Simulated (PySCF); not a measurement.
# A diatomic session: CsPb+

Aim: find the lowest electronic state of CsPb+, scan its bond at several levels of theory, and get bond length, wavenumber and dissociation energy from each curve.

Program: PySCF 2.14.0. Level of theory: Cs def2-SVPD with ECP46, Pb def2-SVPD with ECP60, scalar-relativistic core potentials. These are calculated values, not measurements.

## Step 1: Set-up

Settings of the job:

```yaml
atoms: Cs, Pb
charge: 1
basis: Cs def2-SVPD with ECP46, Pb def2-SVPD with ECP60
Hamiltonian: scalar-relativistic core potentials
basis_functions: 59
electrons_treated: 30
masses_in_u: 132.9054, 207.9766
levels: PBE0, PBE, r²SCAN, BP86, MN15, TPSS, HF, MP2, SCS-MP2
grid: 80 radial by 434 angular points
occupations: held fixed by the projection of orbital angular momentum
dissociation_limit: Cs+ + Pb, each in its ground configuration
starting_distance_in_angstrom: 3.700
values_of_2S_to_try: 0, 2
```

Command:

```sh
$ OMP_NUM_THREADS=1 python dia.py task.json out
```

Further steps of the session: The PBE0 curve of the state that the search chose; Other states along the same grid; PBE; r²SCAN (meta-GGA); BP86 (GGA); MN15; TPSS (meta-GGA); UHF.

Q: Predict the outcome of this session. Wanted: for each run, Re; ωe; De; μ.

The runs gave:

Lowest PBE0 solution found, without spin–orbit coupling: ³Π (triplet), unpaired electrons σ ↑, π ↑. State 2 has its PBE0 minimum 0.29 eV higher, as a spin-mixed determinant (⟨S²⟩ = 1.00), so this is no gap between pure states. The other levels ran on the lowest alone.

```
      level  Re (Å)  ωe (cm⁻¹)  De (eV)   μ (D)
        UHF   4.594       29.8    0.210  -11.09
    UHF-MP2   4.434       33.5    0.266     n/a
UHF-SCS-MP2   4.456       33.0    0.257     n/a
        PBE   4.330       35.1    0.312   -9.50
       BP86   4.359       34.3    0.280   -9.69
       TPSS   4.364       34.6    0.290   -9.75
     r²SCAN   4.357       34.6    0.275   -9.98
       PBE0   4.322       35.3    0.285   -9.78
       MN15   4.201       37.6    0.274   -9.70
```

De is counted to Cs+ + Pb in their ground configurations. A positive dipole points from Cs to Pb; in an ion it is taken about the centre of mass and does not tell which atom is negative.

What this shows: The methods spread over 0.393 Å in bond length, from MN15 to UHF. Of the levels with a De here, UHF gives the least (0.210 eV) and PBE the most (0.312 eV).

Correlated steps freeze 4 core orbitals. Spin–orbit coupling is left out, which matters for elements this heavy, above all for dissociation energies. The bond is weak, and basis-set superposition, which was not computed, may be a sizeable part of it. With spin–orbit coupling the term label itself may not hold.
